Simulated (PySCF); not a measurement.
**C2H10Ge2: core binding energies at several levels of theory**

Aim: compute the core binding energies of C2H10Ge2 (`[CH3][GeH]([CH3])[GeH3]`) at several levels, and see how far they spread and what each costs.

Computed with PySCF 2.14.0, with density-fitted response routines of our own, on a single molecule in the gas phase. Atoms count from 0, in the outputs and in this text.

## Step 1: Starting geometry

14 atoms, charge 0, multiplicity 1; geometry from: GFN2-xTB. The atoms were then displaced at random by about 0.01 Å, so the start is not that level's minimum.

Bonds of the start (Å): C0–Ge1 1.98, Ge1–C2 1.98, Ge1–Ge3 2.44, C0–H4 1.07, C0–H5 1.12, C0–H6 1.08, Ge1–H7 1.52, C2–H8 1.06, C2–H9 1.09, C2–H10 1.11, Ge3–H11 1.48, Ge3–H12 1.49, Ge3–H13 1.48.

## Step 2: Geometry optimisation at PBE0-D3(BJ)/def2-SVP

Job settings and geometry (Å):

```
{"job": {"xc": "PBE0", "basis": "def2-SVP", "d3": "d3bj", "grid": 1, "shake": 0.01, "kind": "geom"}, "charge": 0, "multiplicity": 1}
C     -1.364510    -1.401570     0.009550
Ge    -0.202340     0.106000    -0.536080
C     -0.777460     1.774320     0.365880
Ge     2.128440    -0.423180    -0.067840
H     -1.143940    -2.294940    -0.543420
H     -2.430200    -1.129770    -0.191520
H     -1.266100    -1.574830     1.069690
H     -0.348750     0.326680    -2.036490
H     -1.774340     2.051640     0.116370
H     -0.106560     2.603100     0.125840
H     -0.733080     1.642520     1.462320
H      2.944580    -0.757690    -1.251910
H      2.227300    -1.604780     0.829750
H      2.839800     0.667440     0.640100
```

Command:

```
$ OMP_NUM_THREADS=1 python probes_run.py task.json out
```

The driver reads the jobs from task.json and runs them one after another.

Log:

```text
step   0  E = -4235.04068660  max force = 0.027263
step   1  E = -4235.04676344  max force = 0.007306
step   2  E = -4235.04763517  max force = 0.002097
step   3  E = -4235.04771219  max force = 0.000548
step   4  E = -4235.04776183  max force = 0.000620
step   5  E = -4235.04777777  max force = 0.000629
step   6  E = -4235.04778932  max force = 0.000299
optimisation converged
```

It took 78 s on 1 thread of Arm Neoverse V1, shared host; peak memory 0.55 GiB.

Relaxation path:

```
step  energy from step 0 (eV)  largest force component (eV/Å)
   0                   0.0000                          1.4019
   1                  -0.1654                          0.3757
   2                  -0.1891                          0.1078
   3                  -0.1912                          0.0282
   4                  -0.1925                          0.0319
   5                  -0.1930                          0.0323
   6                  -0.1933                          0.0154
```

Distances of close pairs at the start and the end, largest changes first:

```
   bond  before (Å)  after (Å)  change (Å)
Ge3–H11       1.476      1.542      +0.066
Ge3–H13       1.482      1.543      +0.061
Ge3–H12       1.487      1.544      +0.057
  C2–H8       1.064      1.100      +0.036
  C0–H4       1.074      1.100      +0.026
 Ge1–H7       1.524      1.547      +0.023
 Ge1–C2       1.982      1.959      -0.023
 C0–Ge1       1.980      1.958      -0.022
```

The final coordinates are the input of the step that follows.

```
                         at the end point                value
  point group (found at 0.08 Å tolerance)                   C1
rotational constants (GHz, main isotopes)  4.483, 1.411, 1.199
                        dipole moment (D)                 1.11
```

## Step 3: X-ray photoelectron lines: SCAN, X2C

Job settings and geometry (Å):

```
{"job": {"kind": "xps"}, "charge": 0, "multiplicity": 1}
C     -1.508419    -1.216079    -0.052019
Ge    -0.183006     0.133603    -0.558909
C     -0.563661     1.818911     0.363700
Ge     2.045870    -0.640786     0.030040
H     -1.334223    -2.160341    -0.587793
H     -2.522435    -0.861328    -0.290695
H     -1.452870    -1.413958     1.028567
H     -0.251455     0.364409    -2.087036
H     -1.576637     2.171758     0.118576
H      0.158702     2.593182     0.067566
H     -0.494513     1.680440     1.452751
H      2.857389    -1.077212    -1.206757
H      1.957320    -1.852581     0.983278
H      2.847421     0.462461     0.752716
```

With the program's defaults for keys left out, this is: delta-SCF UKS SCAN, pcX-2 on the ionised atom, pcseg-1 elsewhere, spin-free X2C.

Log:

```text
ground state, core basis on atom 0 (C), 163 functions
  cycle   1  E = -4270.07386606  |g| = 5.23e-01
  cycle   2  E = -4269.99794059  |g| = 7.21e-01
  cycle   3  E = -4270.14392434  |g| = 5.33e-02
  cycle   4  E = -4270.14484970  |g| = 2.14e-02
  cycle   5  E = -4270.14498541  |g| = 7.11e-03
  cycle   6  E = -4270.14499851  |g| = 3.39e-03
  cycle   7  E = -4270.14500587  |g| = 7.07e-04
  cycle   8  E = -4270.14500432  |g| = 1.84e-04
  E(ground) = -4270.41131852 Eh
hole in C 1s of atom 0
  cycle   1  E = -4258.90505653  |g| = 1.51e+00
  cycle   2  E = -4258.24651922  |g| = 1.79e+00
  cycle   3  E = -4259.43862885  |g| = 3.21e-01
  cycle   4  E = -4259.47735536  |g| = 1.12e-01
  cycle   5  E = -4259.48383460  |g| = 4.12e-02
  cycle   6  E = -4259.48468025  |g| = 1.08e-02
  cycle   7  E = -4259.48474039  |g| = 5.19e-03
  cycle   8  E = -4259.48476083  |g| = 1.13e-03
  cycle   9  E = -4259.48476050  |g| = 6.34e-04
  cycle  10  E = -4259.48476077  |g| = 2.32e-04
  E(ion) = -4259.75073672 Eh   <S^2> = 0.7686   hole on atom = 1.000   binding energy = 290.089 eV
```

Run time: 9.8 s. Hardware: 1 thread of Arm Neoverse V1, shared host; peak memory 0.4 GiB.

Binding energies by hole, beside the orbital energy of the ground state; the difference holds orbital relaxation and, for a density functional, its self-interaction error:

```
     hole  stands for                 environment  ΔSCF (eV)  −ε (eV)   ⟨S²⟩
C1s on C0      C0, C2  methyl carbon bonded to Ge     290.09    273.5  0.769
```

Each hole run stands for the others of its class of like atoms.

## Step 4: Core-electron binding energies: B3LYP, X2C

Settings changed since step 3:

```diff
@@ -1,2 +1,2 @@
-{"job": {"kind": "xps"}, "charge": 0, "multiplicity": 1}
+{"job": {"kind": "xps", "xc": "B3LYP"}, "charge": 0, "multiplicity": 1}
 C     -1.508419    -1.216079    -0.052019
```

Method: delta-SCF UKS B3LYP, pcX-2 on the ionised atom, pcseg-1 elsewhere, spin-free X2C.

Log:

```text
ground state, core basis on atom 0 (C), 163 functions
  cycle   1  E = -4270.31492678  |g| = 4.43e-01
  cycle   2  E = -4270.27871165  |g| = 5.66e-01
  cycle   3  E = -4270.36542896  |g| = 3.02e-02
  cycle   4  E = -4270.36571136  |g| = 1.20e-02
  cycle   5  E = -4270.36575751  |g| = 2.55e-03
  cycle   6  E = -4270.36576280  |g| = 9.45e-04
  cycle   7  E = -4270.36576138  |g| = 2.10e-04
  E(ground) = -4270.37343565 Eh
hole in C 1s of atom 0
  cycle   1  E = -4259.13001962  |g| = 1.51e+00
  cycle   2  E = -4258.60135994  |g| = 1.74e+00
  cycle   3  E = -4259.67327598  |g| = 2.58e-01
  cycle   4  E = -4259.69976725  |g| = 6.93e-02
  cycle   5  E = -4259.70213979  |g| = 2.52e-02
  cycle   6  E = -4259.70247587  |g| = 4.84e-03
  cycle   7  E = -4259.70249325  |g| = 1.64e-03
  cycle   8  E = -4259.70249509  |g| = 5.90e-04
  cycle   9  E = -4259.70249556  |g| = 2.22e-04
  E(ion) = -4259.71018953 Eh   <S^2> = 0.7605   hole on atom = 1.000   binding energy = 290.162 eV
```

Wall time 14 s (1 thread of Arm Neoverse V1, shared host); peak memory 0.5 GiB.

The holes in one table. −ε is the ground-state orbital energy:

```
     hole  stands for                 environment  ΔSCF (eV)  −ε (eV)   ⟨S²⟩
C1s on C0      C0, C2  methyl carbon bonded to Ge     290.16    276.8  0.760
```

Each hole run stands for the others of its class of like atoms.

## Step 5: Core-electron binding energies: PBE0, X2C

Settings changed since step 4:

```diff
@@ -1,2 +1,2 @@
-{"job": {"kind": "xps", "xc": "B3LYP"}, "charge": 0, "multiplicity": 1}
+{"job": {"kind": "xps", "xc": "PBE0"}, "charge": 0, "multiplicity": 1}
 C     -1.508419    -1.216079    -0.052019
```

Method: delta-SCF UKS PBE0, pcX-2 on the ionised atom, pcseg-1 elsewhere, spin-free X2C.

Log:

```text
ground state, core basis on atom 0 (C), 163 functions
  cycle   1  E = -4269.58524339  |g| = 3.80e-01
  cycle   2  E = -4269.56983496  |g| = 4.43e-01
  cycle   3  E = -4269.62258947  |g| = 2.31e-02
  cycle   4  E = -4269.62274934  |g| = 8.98e-03
  cycle   5  E = -4269.62277356  |g| = 1.77e-03
  cycle   6  E = -4269.62277569  |g| = 6.58e-04
  cycle   7  E = -4269.62277488  |g| = 1.46e-04
  E(ground) = -4269.62896058 Eh
hole in C 1s of atom 0
  cycle   1  E = -4258.40728146  |g| = 1.51e+00
  cycle   2  E = -4258.02213349  |g| = 1.61e+00
  cycle   3  E = -4258.95273008  |g| = 2.45e-01
  cycle   4  E = -4258.97736631  |g| = 5.87e-02
  cycle   5  E = -4258.97906982  |g| = 2.09e-02
  cycle   6  E = -4258.97930207  |g| = 4.16e-03
  cycle   7  E = -4258.97931936  |g| = 1.64e-03
  cycle   8  E = -4258.97932047  |g| = 5.97e-04
  cycle   9  E = -4258.97932163  |g| = 1.91e-04
  E(ion) = -4258.98552324 Eh   <S^2> = 0.7638   hole on atom = 1.000   binding energy = 289.623 eV
```

Wall time 14 s (1 thread of Arm Neoverse V1, shared host); peak memory 0.52 GiB.

Binding energies by hole, beside the orbital energy of the ground state; the difference holds orbital relaxation and, for a density functional, its self-interaction error:

```
     hole  stands for                 environment  ΔSCF (eV)  −ε (eV)   ⟨S²⟩
C1s on C0      C0, C2  methyl carbon bonded to Ge     289.62    278.2  0.764
```

Each hole run stands for the others of its class of like atoms.

## Step 6: Core-electron binding energies: PBE, X2C

Settings changed since step 5:

```diff
@@ -1,2 +1,2 @@
-{"job": {"kind": "xps", "xc": "PBE0"}, "charge": 0, "multiplicity": 1}
+{"job": {"kind": "xps", "xc": "PBE"}, "charge": 0, "multiplicity": 1}
 C     -1.508419    -1.216079    -0.052019
```

Method: delta-SCF UKS PBE, pcX-2 on the ionised atom, pcseg-1 elsewhere, spin-free X2C.

Log:

```text
ground state, core basis on atom 0 (C), 163 functions
  cycle   1  E = -4269.42424980  |g| = 5.69e-01
  cycle   2  E = -4269.27524416  |g| = 9.04e-01
  cycle   3  E = -4269.50765288  |g| = 6.69e-02
  cycle   4  E = -4269.50915482  |g| = 2.30e-02
  cycle   5  E = -4269.50934066  |g| = 5.10e-03
  cycle   6  E = -4269.50934669  |g| = 2.24e-03
  cycle   7  E = -4269.50934657  |g| = 6.18e-04
  cycle   8  E = -4269.50935081  |g| = 1.68e-04
  E(ground) = -4269.51789399 Eh
hole in C 1s of atom 0
  cycle   1  E = -4258.30565460  |g| = 1.52e+00
  cycle   2  E = -4257.33112104  |g| = 2.01e+00
  cycle   3  E = -4258.82355874  |g| = 3.41e-01
  cycle   4  E = -4258.86657819  |g| = 1.44e-01
  cycle   5  E = -4258.87773644  |g| = 5.07e-02
  cycle   6  E = -4258.87905900  |g| = 1.21e-02
  cycle   7  E = -4258.87914822  |g| = 2.94e-03
  cycle   8  E = -4258.87915432  |g| = 6.68e-04
  cycle   9  E = -4258.87915360  |g| = 2.44e-04
  E(ion) = -4258.88772900 Eh   <S^2> = 0.7612   hole on atom = 1.000   binding energy = 289.262 eV
```

It took 6.1 s on 1 thread of Arm Neoverse V1, shared host; peak memory 0.38 GiB.

Binding energies by hole, beside the orbital energy of the ground state; the difference holds orbital relaxation and, for a density functional, its self-interaction error:

```
     hole  stands for                 environment  ΔSCF (eV)  −ε (eV)   ⟨S²⟩
C1s on C0      C0, C2  methyl carbon bonded to Ge     289.26    269.0  0.761
```

Each hole run stands for the others of its class of like atoms.

## Step 7: Core holes by ΔSCF: HF, X2C

Settings changed since step 6:

```diff
@@ -1,2 +1,2 @@
-{"job": {"kind": "xps", "xc": "PBE"}, "charge": 0, "multiplicity": 1}
+{"job": {"kind": "xps", "xc": "HF"}, "charge": 0, "multiplicity": 1}
 C     -1.508419    -1.216079    -0.052019
```

With the program's defaults for keys left out, this is: delta-SCF UKS HF, pcX-2 on the ionised atom, pcseg-1 elsewhere, spin-free X2C.

Log:

```text
ground state, core basis on atom 0 (C), 163 functions
  cycle   1  E = -4266.19493515  |g| = 2.89e-01
  cycle   2  E = -4266.23129611  |g| = 7.67e-02
  cycle   3  E = -4266.23423712  |g| = 2.04e-02
  cycle   4  E = -4266.23438668  |g| = 3.16e-03
  cycle   5  E = -4266.23439242  |g| = 1.01e-03
  cycle   6  E = -4266.23439287  |g| = 2.38e-04
  E(ground) = -4266.23439287 Eh
hole in C 1s of atom 0
  cycle   1  E = -4255.00923471  |g| = 1.49e+00
  cycle   2  E = -4255.36259639  |g| = 7.96e-01
  cycle   3  E = -4255.57469011  |g| = 1.01e-01
  cycle   4  E = -4255.57929888  |g| = 2.11e-02
  cycle   5  E = -4255.57992084  |g| = 1.32e-02
  cycle   6  E = -4255.58027781  |g| = 6.61e-03
  cycle   7  E = -4255.58038235  |g| = 2.13e-03
  cycle   8  E = -4255.58039251  |g| = 5.05e-04
  cycle   9  E = -4255.58039293  |g| = 1.46e-04
  E(ion) = -4255.58039293 Eh   <S^2> = 0.7875   hole on atom = 1.000   binding energy = 289.910 eV
```

It took 8.7 s on 1 thread of Arm Neoverse V1, shared host; peak memory 0.5 GiB.

Binding energies by hole, beside the orbital energy of the ground state; the difference holds orbital relaxation and, for a density functional, its self-interaction error:

```
     hole  stands for                 environment  ΔSCF (eV)  −ε (eV)   ⟨S²⟩
C1s on C0      C0, C2  methyl carbon bonded to Ge     289.91    305.5  0.788
```

Each hole run stands for the others of its class of like atoms.

## Step 8: X-ray photoelectron lines: SCAN, X2C

Settings changed since step 7:

```diff
@@ -1,2 +1,2 @@
-{"job": {"kind": "xps", "xc": "HF"}, "charge": 0, "multiplicity": 1}
+{"job": {"kind": "xps", "basis": "pcX-1"}, "charge": 0, "multiplicity": 1}
 C     -1.508419    -1.216079    -0.052019
```

Level: delta-SCF UKS SCAN, pcX-1 on the ionised atom, pcseg-1 elsewhere, spin-free X2C.

Log:

```text
ground state, core basis on atom 0 (C), 142 functions
  cycle   1  E = -4270.05670435  |g| = 5.06e-01
  cycle   2  E = -4269.98667725  |g| = 6.96e-01
  cycle   3  E = -4270.12325657  |g| = 4.83e-02
  cycle   4  E = -4270.12406374  |g| = 1.79e-02
  cycle   5  E = -4270.12417225  |g| = 5.73e-03
  cycle   6  E = -4270.12418063  |g| = 2.72e-03
  cycle   7  E = -4270.12418059  |g| = 6.42e-04
  cycle   8  E = -4270.12418002  |g| = 1.52e-04
  E(ground) = -4270.39065282 Eh
hole in C 1s of atom 0
  cycle   1  E = -4258.88761841  |g| = 1.50e+00
  cycle   2  E = -4258.24214347  |g| = 1.76e+00
  cycle   3  E = -4259.41550185  |g| = 3.29e-01
  cycle   4  E = -4259.45697966  |g| = 1.05e-01
  cycle   5  E = -4259.46285788  |g| = 4.20e-02
  cycle   6  E = -4259.46382425  |g| = 9.54e-03
  cycle   7  E = -4259.46388375  |g| = 3.03e-03
  cycle   8  E = -4259.46389305  |g| = 1.06e-03
  cycle   9  E = -4259.46389681  |g| = 5.35e-04
  cycle  10  E = -4259.46389550  |g| = 1.84e-04
  E(ion) = -4259.72996676 Eh   <S^2> = 0.7684   hole on atom = 1.000   binding energy = 290.092 eV
```

Run time: 8.2 s. Hardware: 1 thread of Arm Neoverse V1, shared host; peak memory 0.34 GiB.

Binding energies by hole, beside the orbital energy of the ground state; the difference holds orbital relaxation and, for a density functional, its self-interaction error:

```
     hole  stands for                 environment  ΔSCF (eV)  −ε (eV)   ⟨S²⟩
C1s on C0      C0, C2  methyl carbon bonded to Ge     290.09    273.4  0.768
```

Each hole run stands for the others of its class of like atoms.

## Step 9: Core holes by ΔSCF: SCAN, X2C

Settings changed since step 8:

```diff
@@ -1,2 +1,2 @@
-{"job": {"kind": "xps", "basis": "pcX-1"}, "charge": 0, "multiplicity": 1}
+{"job": {"kind": "xps", "basis": "def2-TZVP"}, "charge": 0, "multiplicity": 1}
 C     -1.508419    -1.216079    -0.052019
```

With the program's defaults for keys left out, this is: delta-SCF UKS SCAN, def2-TZVP on the ionised atom, pcseg-1 elsewhere, spin-free X2C.

Log:

```text
ground state, core basis on atom 0 (C), 149 functions
  cycle   1  E = -4270.07240351  |g| = 5.21e-01
  cycle   2  E = -4269.99651377  |g| = 7.18e-01
  cycle   3  E = -4270.14251159  |g| = 5.17e-02
  cycle   4  E = -4270.14344046  |g| = 1.98e-02
  cycle   5  E = -4270.14356243  |g| = 6.31e-03
  cycle   6  E = -4270.14357381  |g| = 2.74e-03
  cycle   7  E = -4270.14357522  |g| = 6.05e-04
  cycle   8  E = -4270.14357604  |g| = 1.80e-04
  E(ground) = -4270.41029880 Eh
hole in C 1s of atom 0
  cycle   1  E = -4258.90515157  |g| = 1.47e+00
  cycle   2  E = -4258.30410725  |g| = 1.61e+00
  cycle   3  E = -4259.39756120  |g| = 3.77e-01
  cycle   4  E = -4259.46000360  |g| = 1.06e-01
  cycle   5  E = -4259.46639121  |g| = 3.75e-02
  cycle   6  E = -4259.46715011  |g| = 9.79e-03
  cycle   7  E = -4259.46721393  |g| = 2.86e-03
  cycle   8  E = -4259.46721891  |g| = 1.17e-03
  cycle   9  E = -4259.46722091  |g| = 4.95e-04
  E(ion) = -4259.73334268 Eh   <S^2> = 0.7671   hole on atom = 1.000   binding energy = 290.535 eV
```

Run time: 8.8 s. Hardware: 1 thread of Arm Neoverse V1, shared host; peak memory 0.36 GiB.

Binding energies by hole, beside the orbital energy of the ground state; the difference holds orbital relaxation and, for a density functional, its self-interaction error:

```
     hole  stands for                 environment  ΔSCF (eV)  −ε (eV)   ⟨S²⟩
C1s on C0      C0, C2  methyl carbon bonded to Ge     290.53    273.4  0.767
```

Each hole run stands for the others of its class of like atoms.

## Step 10: X-ray photoelectron lines: SCAN, non-relativistic

Settings changed since step 9:

```diff
@@ -1,2 +1,2 @@
-{"job": {"kind": "xps", "basis": "def2-TZVP"}, "charge": 0, "multiplicity": 1}
+{"job": {"kind": "xps", "x2c": false}, "charge": 0, "multiplicity": 1}
 C     -1.508419    -1.216079    -0.052019
```

Method: delta-SCF UKS SCAN, pcX-2 on the ionised atom, pcseg-1 elsewhere, non-relativistic.

Log:

```text
ground state, core basis on atom 0 (C), 163 functions
  cycle   1  E = -4235.58262257  |g| = 5.63e-01
  cycle   2  E = -4235.50111723  |g| = 7.56e-01
  cycle   3  E = -4235.66054957  |g| = 6.45e-02
  cycle   4  E = -4235.66185560  |g| = 2.18e-02
  cycle   5  E = -4235.66199529  |g| = 7.77e-03
  cycle   6  E = -4235.66200758  |g| = 3.40e-03
  cycle   7  E = -4235.66200474  |g| = 8.66e-04
  cycle   8  E = -4235.66200858  |g| = 2.27e-04
  E(ground) = -4235.92480920 Eh
hole in C 1s of atom 0
  cycle   1  E = -4224.42715055  |g| = 1.50e+00
  cycle   2  E = -4223.77927544  |g| = 1.78e+00
  cycle   3  E = -4224.96043278  |g| = 3.19e-01
  cycle   4  E = -4224.99852242  |g| = 1.10e-01
  cycle   5  E = -4225.00470129  |g| = 4.07e-02
  cycle   6  E = -4225.00552924  |g| = 1.06e-02
  cycle   7  E = -4225.00558908  |g| = 5.01e-03
  cycle   8  E = -4225.00560386  |g| = 1.11e-03
  cycle   9  E = -4225.00560481  |g| = 6.19e-04
  cycle  10  E = -4225.00560456  |g| = 2.26e-04
  E(ion) = -4225.26810723 Eh   <S^2> = 0.7686   hole on atom = 1.000   binding energy = 289.984 eV
```

Wall time 9.3 s (1 thread of Arm Neoverse V1, shared host); peak memory 0.38 GiB.

Binding energies by hole, beside the orbital energy of the ground state; the difference holds orbital relaxation and, for a density functional, its self-interaction error:

```
     hole  stands for                 environment  ΔSCF (eV)  −ε (eV)   ⟨S²⟩
C1s on C0      C0, C2  methyl carbon bonded to Ge     289.98    273.4  0.769
```

Each hole run stands for the others of its class of like atoms.

## Step 11: Results

```
                                          quantity                 value
                                       point group                    C1
              rotational constants (main isotopes)  4.48, 1.41, 1.20 GHz
                  C1s binding energies, SCAN/pcX-2          C0 290.09 eV
                 C1s binding energies, B3LYP/pcX-2          C0 290.16 eV
                  C1s binding energies, PBE0/pcX-2          C0 289.62 eV
                   C1s binding energies, PBE/pcX-2          C0 289.26 eV
                    C1s binding energies, HF/pcX-2          C0 289.91 eV
                  C1s binding energies, SCAN/pcX-1          C0 290.09 eV
              C1s binding energies, SCAN/def2-TZVP          C0 290.53 eV
C1s binding energies, SCAN/pcX-2, non-relativistic          C0 289.98 eV
```

**Reading.** Single values in the summary come from the first run of each kind that ended normally (SCAN/pcX-2), which need not be the best level. Relaxing lowered the energy by 0.193 eV in 6 steps; the close pair that moved most is Ge3–H11, from 1.476 to 1.542 Å.
